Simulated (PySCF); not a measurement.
# C2H5Cl3Ti (TiEtCl3): the cost of one run

The runs use PySCF 2.14.0, with density-fitted response routines of our own; the level of theory stands in each step. All values are computed, except where a source is named. Atoms are numbered from 0 throughout.

### 1 The molecule as given

11 atoms, charge 0, multiplicity 1; geometry from: GFN2-xTB. The atoms were then displaced at random by about 0.03 Å, so the start is not that level's minimum.

Bonds of the start (Å): Ti0–C1 2.02, Ti0–Cl8 2.05, Ti0–Cl9 2.22, Ti0–Cl10 2.11, C1–C2 1.51, C1–H3 1.14, C1–H4 1.09, C2–H5 1.11, C2–H6 1.17, C2–H7 1.08.

### 2 Relaxing the molecule at PBE0-D3(BJ)/def2-SVP

Job settings and geometry (Å):

```
{"job": {"xc": "PBE0", "basis": "def2-SVP", "d3": "d3bj", "grid": 1, "maxiter": 40, "shake": 0.03, "kind": "geom"}, "charge": 0, "multiplicity": 1}
Ti    -0.207370    -0.449290    -1.416000
C     -0.332950    -0.492740     0.600220
C      0.437870     0.703830     1.098720
H      0.226300    -1.412340     0.973490
H     -1.360340    -0.426240     0.954170
H      0.479990     0.758570     2.211120
H      1.571270     0.627770     0.803520
H      0.122920     1.671740     0.746940
Cl     1.774700    -0.357160    -1.948150
Cl    -1.298450     1.412560    -1.923690
Cl    -1.315880    -2.122190    -2.069450
```

The run is started by

```bash
$ OMP_NUM_THREADS=1 python probes_run.py task.json out
```

This one command runs all jobs of the session in turn.

**Question.** How long does this first job take on 1 thread of AMD EPYC, shared host, and how much memory does it need?

About 3.9 min, with a peak of 0.54 GiB.
